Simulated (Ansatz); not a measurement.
# GaGeHO: the cost of one run

Program: Ansatz 0.2.0, Gaussian basis. Level of theory: the settings change from run to run. These are calculated values, not measurements.

28 further runs of the same task are left out: 3 for a known fault of the program, 10 that didn't finish, 15 set aside as unsound or not needed.

## 1. The system

The geometry is a PBE0/def2-TZVP stationary point (not a proven minimum) of the parent state, kept for this charge and spin. No spin-orbit coupling is included. The filled d shell of Ga, Ge may be among the frozen orbitals whatever the setting's name suggests; the logs give the count.

4 atoms, charge 1, spin multiplicity 2.

Atoms are counted from 1 here; the program's logs count them from 0.

Bond lengths: Ga1–H4 1.782 Å, Ge2–O3 1.630 Å.

## 2. HF/cc-pVDZ

The input, in.yaml:

```yaml
crystal:
  periodic: [false, false, false]
  atoms:
    - {symbol: Ga, position_ang: [0.000000, 0.059000, 1.689129]}
    - {symbol: Ge, position_ang: [0.000000, -0.179971, -1.064042]}
    - {symbol: O, position_ang: [0.000000, 0.478168, -2.555792]}
    - {symbol: H, position_ang: [0.000000, 1.298760, 0.408782]}
basis:
  gaussian: {orbitals: cc-pVDZ}
total_charge: 1
magnetization: {spin_polarized: false, initial_magnetization: 1}
hamiltonian: {xc: hf}
accuracy: high
output: {orbitals: {seedname: orbitals}}
```

Command:

```console
> ansatz run in.yaml --threads 1 --pin off --events-out ev --progress --plain --max-ram 2393MiB
```

Q: Estimate wall time and peak memory on 1 thread of Arm Neoverse N1, shared host.

About 31 s, with a peak of 0.25 GiB.
